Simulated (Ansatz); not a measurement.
# Ni: the cost of one run

Method: DFT PBE, scalar-relativistic, plane waves, PAW, in Ansatz 0.2.0.

27 further runs of the same task are left out: 27 set aside as unsound or not needed.

### Step 1. The system as given

Symmetry: Fm-3m, No. 225, cubic system. The conventional cell has a = 3.518 Å, b = 3.518 Å, c = 3.518 Å, α = 90.00°, β = 90.00°, γ = 90.00°. Ni (site symmetry m-3m) has 12 Ni at 2.49 Å as nearest neighbours.

Coordinates:

```
CELL_PARAMETERS angstrom
0.00000 1.75914 1.75914
1.75914 0.00000 1.75914
1.75914 1.75914 0.00000
ATOMIC_POSITIONS crystal
Ni 0.00000 0.00000 0.00000
```

### Step 2. Volume 10.888 Å³ an atom, total moment held at 0.125 muB a cell

input.yaml

```yaml
crystal:
  lattice:
    - [0.0, 1.7591360705, 1.7591360705]
    - [1.7591360705, 0.0, 1.7591360705]
    - [1.7591360705, 1.7591360705, 0.0]
  atoms:
    - { symbol: Ni, position: [0.0, 0.0, 0.0], spin: 0.125 }
basis:
  ecutwfc: 520.0
kpoints:
  mp_grid: { grid: [24, 24, 24] }
hamiltonian:
  xc: pbe
  pseudopotentials: { kind: paw, azcp: { folder: soft_1 } }
scf:
  occupations: { method: gaussian, width: 0.15 }
  lower_state_search: "off"
output:
  forces: true
  stress: true
  eigenvalues: true
  populations: true
magnetization:
  spin_polarized: true
  initial_magnetization: 0.125
  spin_locking: { lock_magnetization: hard }
```

The run is started by

```console
$ ansatz run input.yaml --threads 1 --pin off --max-ram 2048MiB --backend cpu --events-out ev --progress --plain --runs-dir out
```

**Question.** How long does this run take on 1 thread of Arm Neoverse N1, shared host, and how much memory does it need?

About 28 s, with a peak of 0.38 GiB.
